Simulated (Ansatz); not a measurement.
Run this with the Python package of Ansatz (0.2.0) and show what comes out.

The script, `cas_br2.py`:
```python
# -*- coding: utf-8 -*-
"""Static correlation in Br2: natural occupations of an active space."""

import logging
import sys

import ansatz as az

logging.basicConfig(stream=sys.stdout, format="%(levelname)s:%(name)s:%(message)s")
logger = logging.getLogger("run")
logger.setLevel(logging.INFO)


def main():
    molecule = (
        az.Crystal.molecule()
        .atom("Br", (0.97312, -0.32544, 0.49859))
        .atom("Br", (-0.97312, 0.32544, -0.49859))
    )

    job = molecule.calculation().basis(gaussian="def2-SVP").correlation(active_electrons=2, active_orbitals=3)
    for method in ["sc_nevpt2"]:
        data = (job if method is None else job.correlation(method)).run().report
        space = data["configurations"]
        state = space["states"][0]
        print(method or "casscf", f"total {data['free_energy_ev'] / 27.211386246:.6f} Ha, active-space state {state['energy']['hartree']:.6f} Ha, mean field {data['reference_energy_ev'] / 27.211386246:.6f} Ha")
        print("  determinants", state["n_determinants"], " natural occupations", [round(n, 3) for n in space["natural_occupations"]])
    print("effectively unpaired electrons, sum of min(n, 2 - n):", round(sum(min(n, 2 - n) for n in space["natural_occupations"]), 3))


if __name__ == "__main__":
    main()
```

```console
$ python cas_br2.py
sc_nevpt2 total -5144.648080 Ha, active-space state -5144.205234 Ha, mean field -5144.184892 Ha
  determinants 5  natural occupations [1.945, 0.052, 0.002]
effectively unpaired electrons, sum of min(n, 2 - n): 0.109
```

Reading the output:
- Total energies depend on the basis set; only differences at equal settings carry meaning.
- The geometry is a force-field or estimated start, not a minimum of this method, and the basis set is short of its limit. The active space starts as a window about the frontier orbitals and is then optimised, not chosen by chemistry.
- Finished in 9 s on 1 thread of Intel(R) Xeon(R) Platinum 8488C (Sapphire Rapids), on a shared host, peak memory 0.24 GiB.

(A comment or docstring line of the script was reworded after the run, the code is as it ran; lines on the test bed's own set-up are left out of the output.)
